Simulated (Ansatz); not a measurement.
# CuH2+ (triplet): the correlation ladder, def2-TZVPP

One table from this session's results is given with a row withheld; the runs are named, their logs left out.

Method: def2-TZVPP, core rule «outside noble gas», up to 9 orbitals frozen; program: Ansatz 0.2.0, Gaussian basis.

The runs, in order: UHF; ROHF; CCSD(T) on UHF.

2 further runs of the same task are left out: 2 set aside as unsound or not needed.

### The system

The geometry is a PBE0/def2-TZVP stationary point (not a proven minimum) of the parent state, kept for this charge and spin.

3 atoms, charge 1, spin multiplicity 3.

Atoms are counted from 1 here; the program's logs count them from 0.

Bond lengths: Cu1–H2 1.531 Å, Cu1–H3 1.531 Å. Angles: H2–Cu1–H3 180.0°.

The first run:

in.yaml

```yaml
crystal:
  periodic: [false, false, false]
  atoms:
    - {symbol: Cu, position_ang: [0.000000, 0.000000, 0.000000]}
    - {symbol: H, position_ang: [0.000000, 0.000000, -1.531400]}
    - {symbol: H, position_ang: [0.000000, 0.000000, 1.531400]}
basis:
  gaussian: {orbitals: def2-TZVPP}
total_charge: 1
magnetization: {spin_polarized: true, initial_magnetization: 2}
hamiltonian: {xc: hf}
output: {orbitals: {seedname: orbitals}}
```

The run is started by

```console
ansatz run in.yaml --threads 1 --pin off --events-out ev --progress --plain --max-ram 4096MiB --backend cpu
```

Among the steps run: UHF; ROHF; CCSD(T) on UHF.

One table of the session follows, with a row left open; its other results are not shown here.

| method | from UCCSD(T) (meV) |
| --- | --- |
| ROHF | +12325.0 |
| UHF | ? |
| UMP2 | +223.4 |
| UCCSD | +299.7 |
| UCCSD(T) | 0 |

Q: Estimate the row for UHF from the others.

**Answer.** from UCCSD(T) (meV): +12080.5. In the column «from UCCSD(T) (meV)» it lies between UCCSD (+299.7) and ROHF (+12325.0).

The program flags UCCSD(T) as in doubt (see the logs), so the zero of the table is itself unsure.

Caveats from the session: The report flags that the cluster equations may have other roots. The program flags UCCSD(T) as in doubt, so the zero of the table is itself unsure.
